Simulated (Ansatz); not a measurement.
The system is Ta3AsAu2O13.

```
Ta As Au O
1.0
     5.45204    0.00000    0.00000
    -2.72602    4.72161    0.00000
     0.00000    0.00000    9.57902
Ta As Au O
3 1 2 13
Cartesian
  0.0000 0.0000 1.8591
  0.0000 0.0000 7.7199
  2.7260 1.5739 0.0000
  0.0000 0.0000 4.7895
  0.0000 3.1478 2.6273
  0.0000 3.1478 6.9517
  0.0000 0.0000 0.0000
  -1.3422 4.5861 3.4870
  -0.5745 1.2662 3.4870
  1.9167 3.5909 3.4870
  -1.3422 4.5861 6.0921
  -0.5745 1.2662 6.0921
  1.9167 3.5909 6.0921
  1.1852 1.5782 8.2230
  3.4927 0.2373 8.2230
  3.5002 2.9061 8.2230
  1.1852 1.5782 1.3560
  3.4927 0.2373 1.3560
  3.5002 2.9061 1.3560
```

The cell was built by a generator and needn't be a form met in nature.

Base run:

| Item | Value |
| --- | --- |
| Program | Ansatz 0.2.0 |
| Functional | RPBE |
| Potentials or basis | Ansatz PAW |
| Cutoff | 420 eV |
| Density cutoff | 1680 eV |
| k mesh | 6 × 6 × 3 |
| Occupations | fermi-dirac, width 0.05 eV |
| Spin | no spin polarisation |

Its results: band gap on the k mesh none (metal or under the smearing width); pressure 3.7 GPa; largest force 0.278 eV/Å.

**Question.** The run is repeated on the same cell with these changes: functional from RPBE to PBEsol. What comes out?

**Answer.** Band gap on the k mesh none (metal or under the smearing width); pressure -6.2 GPa; largest force 0.285 eV/Å.

PBEsol binds more tightly than RPBE, so the same cell stands under less pressure.

Caveats: the PAW data sets come from PBE, with cores solved anew for the run's functional, which leaves a small shift of forces and pressure; the potentials were made for another functional, which shifts forces and pressure (some runs).

Not every run made on this cell is shown here.
